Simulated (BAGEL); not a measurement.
**B2F4 (diboron tetrafluoride) at RI-MP2/6-31G(d) (density fitting with qzvpp-jkfit, spherical functions)**

What is the energy change on altering one bond length of B2F4 (diboron tetrafluoride) at RI-MP2/6-31G* (density fitting with qzvpp-jkfit, spherical functions)? 

The results are computed with BAGEL 1.2.2.

1 further run of the same task is left out (set aside as unsound or not needed).

### Step 1. Starting point

The species is B2F4 (6 atoms), meant as a singlet with charge 0. SMILES: `FB(F)B(F)F`. Geometry: relaxed at GFN2-xTB.

Bond lengths: F1–B2 1.316 Å, B2–F3 1.316 Å, B2–B4 1.718 Å, B4–F5 1.316 Å, B4–F6 1.316 Å. Angles: F1–B2–F3 112.3°, F1–B2–B4 123.8°, F3–B2–B4 123.8°, B2–B4–F5 123.8°, B2–B4–F6 123.8°, F5–B4–F6 112.3°.

### Step 2. The energy at RI-MP2/6-31G(d) (density fitting with qzvpp-jkfit, spherical functions)

input.json reads:

```json
{ "bagel": [

{
  "title": "molecule",
  "basis": "6-31gs.json",
  "df_basis": "qzvpp-jkfit",
  "angstrom": "true",
  "geometry": [
    { "atom": "F", "xyz": [    0.772690,   -0.727760,    1.613350 ] },
    { "atom": "B", "xyz": [    0.286610,   -0.709500,    0.390460 ] },
    { "atom": "F", "xyz": [    0.292020,   -1.901020,   -0.167640 ] },
    { "atom": "B", "xyz": [   -0.286590,    0.709540,   -0.390440 ] },
    { "atom": "F", "xyz": [   -0.775350,    0.727110,   -1.612260 ] },
    { "atom": "F", "xyz": [   -0.289380,    1.901640,    0.166510 ] }
  ]
},
{
  "title": "hf"
},
{
  "title": "mp2",
  "ncore": 6
}

]}
```

The basis set 6-31G* is read from a file made from the Basis Set Exchange's data (not shown).

Launch:

```
BAGEL_NUM_THREADS=1 BAGEL input.json > input.out
```

The log of the run:

```text
* using 1 threads per process

  ===============================================================
  ===============================================================

  *** Geometry ***

  { "atom" : "F", "xyz" : [      1.460172,     -1.375267,      3.048790 ] },
  { "atom" : "B", "xyz" : [      0.541614,     -1.340761,      0.737862 ] },
  { "atom" : "F", "xyz" : [      0.551838,     -3.592407,     -0.316794 ] },
  { "atom" : "B", "xyz" : [     -0.541577,      1.340836,     -0.737825 ] },
  { "atom" : "F", "xyz" : [     -1.465199,      1.374039,     -3.046730 ] },
  { "atom" : "F", "xyz" : [     -0.546849,      3.593579,      0.314658 ] },

  Number of auxiliary basis functions:      458

  Since a DF basis is specified, we compute 2- and 3-index integrals:
    o Being stored without compression. Storage requirement is 0.026 GB

  Number of basis functions:       84
  Number of electrons      :       46

    * METHOD: MOLECULE                             0.21

  *** RHF ***

  === Nuclear Repulsion ===
   203.9186371614

      * DIIS with orbital gradients will be used.

  === RHF iteration (6-31gs.json) ===
      0       -447.03497746          0.02608209           0.06
      1       -447.23846749          0.01723553           0.06
      2       -447.35584831          0.00118374           0.06
      3       -447.35689699          0.00011892           0.06
      4       -447.35690946          0.00002176           0.06
      5       -447.35690989          0.00000546           0.06
      6       -447.35690992          0.00000133           0.06
      7       -447.35690992          0.00000033           0.06
      8       -447.35690992          0.00000014           0.06
      9       -447.35690992          0.00000003           0.05
     10       -447.35690992          0.00000001           0.06
    * SCF iteration converged.

    * Permanent dipole moment:
           (   -0.000016,    -0.000027,     0.000020) a.u.

    * METHOD: HF                                   0.73

  *** RHF ***

  === Nuclear Repulsion ===
   203.9186371614

      * DIIS with orbital gradients will be used.

  === RHF iteration (6-31gs.json) ===
      0       -447.35690992          0.00000000           0.05
    * SCF iteration converged.

    * Permanent dipole moment:
           (   -0.000016,    -0.000027,     0.000020) a.u.

  === DF-MP2 calculation ===

    * freezing 6 orbitals
    * 3-index integral transformation done
    * assembly done

      MP2 correlation energy:   -0.8182469496      0.05

      MP2 total energy:       -448.1751568712

    * METHOD: MP2                                  0.17

  ===============================================================
```

It took 1.2 s on 1 thread of Arm Neoverse V1, shared host; peak memory 0.11 GiB.

### Step 3. The distorted shape at the same level

input.json reads:

```json
{ "bagel": [

{
  "title": "molecule",
  "basis": "6-31gs.json",
  "df_basis": "qzvpp-jkfit",
  "angstrom": true,
  "geometry": [
    { "atom": "F", "xyz": [       0.944652,      -1.153477,       1.847623 ] },
    { "atom": "B", "xyz": [       0.458572,      -1.135217,       0.624733 ] },
    { "atom": "F", "xyz": [       0.463982,      -2.326737,       0.066633 ] },
    { "atom": "B", "xyz": [      -0.286590,       0.709540,      -0.390440 ] },
    { "atom": "F", "xyz": [      -0.775350,       0.727110,      -1.612260 ] },
    { "atom": "F", "xyz": [      -0.289380,       1.901640,       0.166510 ] }
  ]
},

{
  "title": "hf"
},

{
  "title": "mp2",
  "ncore": 6
}

]}
```

The basis set 6-31G* is read from a file made from the Basis Set Exchange's data (not shown).

Launch:

```
BAGEL_NUM_THREADS=1 BAGEL input.json > input.out
```

The log of the run:

```text
* using 1 threads per process

  ===============================================================
  ===============================================================

  *** Geometry ***

  { "atom" : "F", "xyz" : [      1.785134,     -2.179756,      3.491501 ] },
  { "atom" : "B", "xyz" : [      0.866575,     -2.145249,      1.180574 ] },
  { "atom" : "F", "xyz" : [      0.876799,     -4.396896,      0.125918 ] },
  { "atom" : "B", "xyz" : [     -0.541577,      1.340836,     -0.737825 ] },
  { "atom" : "F", "xyz" : [     -1.465199,      1.374039,     -3.046730 ] },
  { "atom" : "F", "xyz" : [     -0.546849,      3.593579,      0.314658 ] },

  Number of auxiliary basis functions:      458

  Since a DF basis is specified, we compute 2- and 3-index integrals:
    o Being stored without compression. Storage requirement is 0.026 GB

  Number of basis functions:       84
  Number of electrons      :       46

    * METHOD: MOLECULE                             0.21

  *** RHF ***

  === Nuclear Repulsion ===
   190.7785445232

      * DIIS with orbital gradients will be used.

  === RHF iteration (6-31gs.json) ===
      0       -446.97372609          0.02615258           0.06
      1       -447.18428780          0.01705269           0.06
      2       -447.30362503          0.00119127           0.06
      3       -447.30484004          0.00011886           0.05
      4       -447.30485363          0.00002220           0.05
      5       -447.30485413          0.00000635           0.05
      6       -447.30485417          0.00000144           0.05
      7       -447.30485417          0.00000035           0.05
      8       -447.30485417          0.00000015           0.05
      9       -447.30485417          0.00000003           0.05
     10       -447.30485417          0.00000001           0.06
    * SCF iteration converged.

    * Permanent dipole moment:
           (   -0.000009,    -0.000024,     0.000030) a.u.

    * METHOD: HF                                   0.72

  *** RHF ***

  === Nuclear Repulsion ===
   190.7785445232

      * DIIS with orbital gradients will be used.

  === RHF iteration (6-31gs.json) ===
      0       -447.30485417          0.00000000           0.05
    * SCF iteration converged.

    * Permanent dipole moment:
           (   -0.000009,    -0.000024,     0.000030) a.u.

  === DF-MP2 calculation ===

    * freezing 6 orbitals
    * 3-index integral transformation done
    * assembly done

      MP2 correlation energy:   -0.8197180774      0.05

      MP2 total energy:       -448.1245722479

    * METHOD: MP2                                  0.17

  ===============================================================
```

Run time: 1.2 s. Hardware: 1 thread of Arm Neoverse V1, shared host; peak memory 0.11 GiB.

### Step 4. Results

Level: RI-MP2/6-31G* (density fitting with qzvpp-jkfit, spherical functions), 6 core orbitals frozen.

```
                                                         quantity          value
                                        first shape: total energy  -448.17516 Eh
         first shape: correlation energy (6 core orbitals frozen)     -818.2 mEh
                                    distorted shape: total energy  -448.12457 Eh
     distorted shape: correlation energy (6 core orbitals frozen)     -819.7 mEh
energy change with the B2–B4 bond stretched from 1.718 to 2.234 Å       1.376 eV
```

With the B2–B4 bond stretched from 1.718 to 2.234 Å the energy rises by 1.38 eV (32 kcal/mol). The first shape isn't relaxed at this level, so the change isn't measured from a minimum.
